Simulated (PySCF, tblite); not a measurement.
# C₂H₉B₂FGe: geometry, infrared bands and NMR shifts

Wanted: the infrared bands and NMR shifts of C₂H₉B₂FGe (`CB(C)[B](F)[GeH3]`), by calculation.

Computed with tblite 0.8.0 and PySCF 2.14.0, with density-fitted response routines of our own, on a single molecule in the gas phase. Atoms count from 0, in the outputs and in this text.

### 1 Starting geometry

15 atoms, charge 0, multiplicity 1; geometry from: force field or distance geometry start.

Bonds of the start (Å): C0–B1 1.59, B1–C2 1.59, B1–B3 1.67, B3–F4 1.47, B3–Ge5 2.01, C0–H6 1.11, C0–H7 1.11, C0–H8 1.12, C2–H9 1.11, C2–H10 1.10, C2–H11 1.11, Ge5–H12 1.53, Ge5–H13 1.56, Ge5–H14 1.55.

### 2 Geometry optimisation with GFN2-xTB

Job settings and geometry (Å):

```
{"job": {"kind": "relax", "xc": "GFN2-xTB", "basis": "xTB"}, "charge": 0, "multiplicity": 1}
C     -1.861000    -0.619100    -0.728500
B     -0.590000     0.204000    -0.255500
C     -0.867600     1.621900     0.396900
B      0.596500    -0.727900     0.457300
F      0.240800    -2.051700     0.986000
Ge     2.542900    -0.454100     0.020900
H     -2.656300     0.029300    -1.141500
H     -1.525700    -1.410600    -1.427800
H     -2.224700    -1.142100     0.191300
H     -1.597900     1.502300     1.217900
H      0.090300     1.996600     0.781800
H     -1.247500     2.356400    -0.348300
H      2.880300    -1.337400    -1.179600
H      2.872000     1.049800    -0.221300
H      3.343500    -1.009300     1.228600
```

Command:

```console
$ OMP_NUM_THREADS=1 python probes_run.py task.json out
```

This one command runs all jobs of the session in turn.

**Question.** This job is followed by: GFN2-xTB harmonic vibrations, gas phase; GIAO PBE0/pcSseg-1 NMR shielding, non-relativistic, gas phase. Predict these results of the whole session: strongest single infrared mode (GFN2-xTB); zero-point energy (GFN2-xTB); ¹³C shifts against TMS (PBE0/pcSseg-1, means over atoms taken as alike); ¹H shifts against TMS (PBE0/pcSseg-1, means over atoms taken as alike); ¹¹B shifts against BF3·OEt2 (PBE0/pcSseg-1); ¹⁹F shifts against CFCl3 (PBE0/pcSseg-1); ⁷³Ge shifts against GeMe4 (PBE0/pcSseg-1).

**Answer**, as computed:

```
                                                               quantity                  value
                              strongest single infrared mode (GFN2-xTB)  2044 cm⁻¹, 534 km/mol
                                           zero-point energy (GFN2-xTB)          65.3 kcal/mol
¹³C shifts against TMS (PBE0/pcSseg-1, means over atoms taken as alike)               16.1 ppm
 ¹H shifts against TMS (PBE0/pcSseg-1, means over atoms taken as alike)         3.02, 1.16 ppm
                            ¹¹B shifts against BF3·OEt2 (PBE0/pcSseg-1)         92.5, 92.4 ppm
                               ¹⁹F shifts against CFCl3 (PBE0/pcSseg-1)               70.2 ppm
                              ⁷³Ge shifts against GeMe4 (PBE0/pcSseg-1)               -398 ppm
```

**Reading.** Relaxing lowered the energy by 1.079 eV in 114 steps; the close pair that moved most is B3–F4, from 1.469 to 1.325 Å. The lowest mode is imaginary (40i cm⁻¹), so the xTB geometry is not a minimum. The strongest single mode, at 2044 cm⁻¹, moves mainly H13 and H14. Unscaled tight-binding wavenumbers are off by several per cent, some by more. Its intensities can rank the bands wrongly. At PBE0/pcSseg-1: Shielding is most anisotropic at F4 (span 750 ppm, paramagnetic term -364 ppm). Spin-orbit coupling is left out, which matters for shieldings and couplings at and beside the heavy atoms.
